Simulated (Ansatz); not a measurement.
# MgZnTe3: the cost of one run

Program: Ansatz 0.2.0. Level of theory: DFT PBE, scalar-relativistic, plane waves, PAW. These are calculated values, not measurements.

### Step 1. The structure to begin with

Symmetry: Pm-3m, No. 221, cubic system. The conventional cell has a = 5.080 Å, b = 5.080 Å, c = 5.080 Å, α = 90.00°, β = 90.00°, γ = 90.00°. Mg (site symmetry m-3m) has 6 Te at 2.54 Å in its first shell of neighbours. Zn (site symmetry m-3m) is surrounded by 12 Te at 3.59 Å. Te (site symmetry 4/mmm) is surrounded by 2 Mg at 2.54 Å and 4 Zn at 3.59 Å.

Coordinates:

```cif
data_structure
_symmetry_space_group_name_H-M 'P 1'
_symmetry_Int_Tables_number 1
_cell_length_a 5.0800
_cell_length_b 5.0800
_cell_length_c 5.0800
_cell_angle_alpha 90.000
_cell_angle_beta 90.000
_cell_angle_gamma 90.000
_cell_volume 131.10
loop_
_atom_site_label
_atom_site_type_symbol
_atom_site_fract_x
_atom_site_fract_y
_atom_site_fract_z
_atom_site_occupancy
Mg1 Mg 0.50000 0.50000 0.50000 1
Zn1 Zn 0.00000 0.00000 0.00000 1
Te1 Te 0.50000 0.50000 0.00000 1
Te2 Te 0.00000 0.50000 0.50000 1
Te3 Te 0.50000 0.00000 0.50000 1
```

The cell is invented: species swapped into a database cell of Er3InN (Pm-3m, No. 221), with Te on the Er sites, Zn on the In sites and Mg on the N sites. The dimensions are guesses.

### Step 2. The guess as it stands, on a coarse mesh

Input file input.yaml:

```yaml
crystal:
  lattice:
    - [5.08002313, 0.0, 0.0]
    - [0.0, 5.08002313, 0.0]
    - [0.0, 0.0, 5.08002313]
  atoms:
    - { symbol: Mg, position: [0.5, 0.5, 0.5] }
    - { symbol: Zn, position: [0.0, 0.0, 0.0] }
    - { symbol: Te, position: [0.5, 0.5, 0.0] }
    - { symbol: Te, position: [0.0, 0.5, 0.5] }
    - { symbol: Te, position: [0.5, 0.0, 0.5] }
basis:
  ecutwfc: 420
kpoints:
  mp_grid: { grid: [4, 4, 4] }
hamiltonian:
  xc: pbe
scf:
  occupations: { method: gaussian, width: 0.1 }
  lower_state_search: "off"
output:
  forces: true
  stress: true
  eigenvalues: true
```

Run with:

```sh
$ ansatz run input.yaml --threads 1 --pin off --max-ram 2560MiB --backend cpu --events-out ev --progress --plain --runs-dir out
```

Q: Estimate wall time and peak memory on 1 thread of Intel Xeon at 2.50GHz (Skylake/Cascade Lake), shared host.

About 9.1 s, with a peak of 0.42 GiB.
